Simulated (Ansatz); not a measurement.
# CH3K: vertical ionisation energy

Aim: the vertical ionisation energy of CH3K, as cation minus neutral at the neutral's geometry, on several levels, and how well −ε(HOMO) stands in for it.

Program: Ansatz 0.2.0, Gaussian basis. Level of theory: unrestricted cation, the program's frozen cores in correlated methods. These are calculated values, not measurements.

The runs, in order: UKS PBE-D4/def2-TZVPP; UKS r2SCAN-D4/def2-TZVPP; UKS PBE0-D4/def2-TZVPP; UKS B3LYP-D4/def2-TZVPP; UKS wB97X-V/def2-TZVPP; UKS wB97M-V/def2-TZVPP; UKS B2PLYP/def2-TZVPP; UHF-CCSD(T)/def2-TZVPP; UHF-MP2/def2-QZVPP; extrapolation to the limit; then −ε(HOMO) from the neutral's earlier runs with LDA (SPW92), PBE-D4, revPBE-D4, BLYP-D4, r2SCAN-D4, B97M-V, PBE0-D4, B3LYP-D4, r2SCANh-D4, r2SCAN0-D4, HSE06-D4, BHLYP-D4, CAM-B3LYP-D4, LC-ωPBE, ωB97X-V, ωB97M-V.

**1. Structure used throughout**

The geometry comes from an earlier relaxation with PBE0-D4 in a triple-zeta def2 set; it is a stationary point.

SMILES `[CH3][K]`, 5 atoms, charge 0, spin multiplicity 1.

Atoms are counted from 1 here; the program's logs count them from 0.

Bond lengths: C1–K2 2.676 Å, C1–H3 1.098 Å, C1–H4 1.098 Å, C1–H5 1.098 Å. Angles: K2–C1–H3 111.7°, K2–C1–H4 111.7°, K2–C1–H5 111.7°, H3–C1–H4 107.2°, H3–C1–H5 107.2°, H4–C1–H5 107.2°.

**2. Cation, UKS PBE-D4/def2-TZVPP**

Contents of in.yaml:

```yaml
crystal:
  periodic: [false, false, false]
  atoms:
    - {symbol: C, position_ang: [-0.241669, 0.077132, -0.123343]}
    - {symbol: K, position_ang: [2.067674, -0.765912, 0.932707]}
    - {symbol: H, position_ang: [-1.091350, -0.130724, 0.540339]}
    - {symbol: H, position_ang: [-0.452379, -0.413614, -1.082720]}
    - {symbol: H, position_ang: [-0.232277, 1.159418, -0.308283]}
basis:
  gaussian: {orbitals: def2-TZVPP}
total_charge: 1
magnetization: {spin_polarized: true, initial_magnetization: 1}
hamiltonian: {xc: pbe, dispersion: d4}
```

The runs that follow: Cation, UKS r2SCAN-D4/def2-TZVPP; Cation, UKS PBE0-D4/def2-TZVPP; Cation, UKS B3LYP-D4/def2-TZVPP; Cation, UKS wB97X-V/def2-TZVPP; Cation, UKS wB97M-V/def2-TZVPP; Cation, UKS B2PLYP (frozen core)/def2-TZVPP; Cation, UHF-CCSD(T)/def2-TZVPP; Cation, UHF-MP2/def2-QZVPP.

Before running them: what should the planned runs give, taken together? Wanted: ionisation energy, CCSD(T)/CBS; nearest functional by difference; nearest −ε(HOMO); −ε(HOMO) of PBE; T1 of the cation.

As calculated:

| quantity | value |
| --- | --- |
| ionisation energy, CCSD(T)/CBS | 5.82 eV |
| nearest functional by difference | ωB97M-V (-0.02 eV) |
| nearest −ε(HOMO) | ωB97M-V (+0.04 eV) |
| −ε(HOMO) of PBE | 3.02 eV |
| T1 of the cation | 0.007 |

In words: By cation minus neutral, the functionals miss by 0.29 eV at most. The PBE orbital energy is 2.8 eV too small: a semilocal HOMO is no ionisation energy. Among orbital estimates ωB97M-V comes nearest. Hartree-Fock falls 1.65 eV short, as the neutral has more correlation energy than the cation. The cation may have settled in a state other than its lowest; no search over hole states beyond the program's own was made. Correlated methods include outer-core shells of K, which these sets cover unevenly. With outer-core shells in play the reference is unsure by up to some tenths of an eV, so close misses can't be ranked.
